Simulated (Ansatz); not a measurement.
**FePt in Ansatz: tuning --threads**

The system is FePt, a slab with vacuum.

```
Fe Pt
1.0
     2.72165    0.00000    0.00000
     0.00000    2.72165    0.00000
     0.00000    0.00000   24.25000
Fe Pt
3 3
Cartesian
  1.3608 1.3608 7.5000
  1.3608 1.3608 11.2000
  1.3608 1.3608 14.9000
  0.0000 0.0000 9.3500
  0.0000 0.0000 13.0500
  0.0000 0.0000 16.7500
```

- Program: Ansatz 0.2.0
- Task: tuning run
- Functional: PBEsol
- Potentials or basis: Ansatz PAW
- Cutoff: 420 eV (not typed: the program's choice for these potentials)
- k mesh: 7 × 7 × 1
- Occupations: fermi-dirac, width 0.05 eV
- Spin: collinear spin, ferromagnetic start
- Starting moments: [3.0, 0.0, 3.0, 0.0, 3.0, 0.0] μB

These are the settings of the first run; the series varies --threads, with any setting tied to it.

Hardware: Arm Neoverse N1.

| --threads | energy less the last converged row (meV/atom) | SCF cycles | wall time (s) | peak memory (GiB) |
| --- | --- | --- | --- | --- |
| 56 | 0.00 | 14 | 5 | 2.4 |
| 32 | 0.00 | 14 | 6.2 | 2.2 |
| 16 | 0.00 | 14 | 9.8 | 1.8 |
| 8 | 0.00 | 14 | 18 | 1.2 |
| 4 | 0.00 | 14 | 33 | 0.93 |
| 2 | 0.00 | 14 | 64 | 0.75 |
| 1 | 0.00 | 14 | 120 | 0.73 |

Fastest here: 56 (5 s); slowest of those that converged: 1 (120 s). These are single runs, one after another on one machine, so differences under about a fifth mean little.

 The run has no spin-orbit coupling, so splittings on Pt are missing.
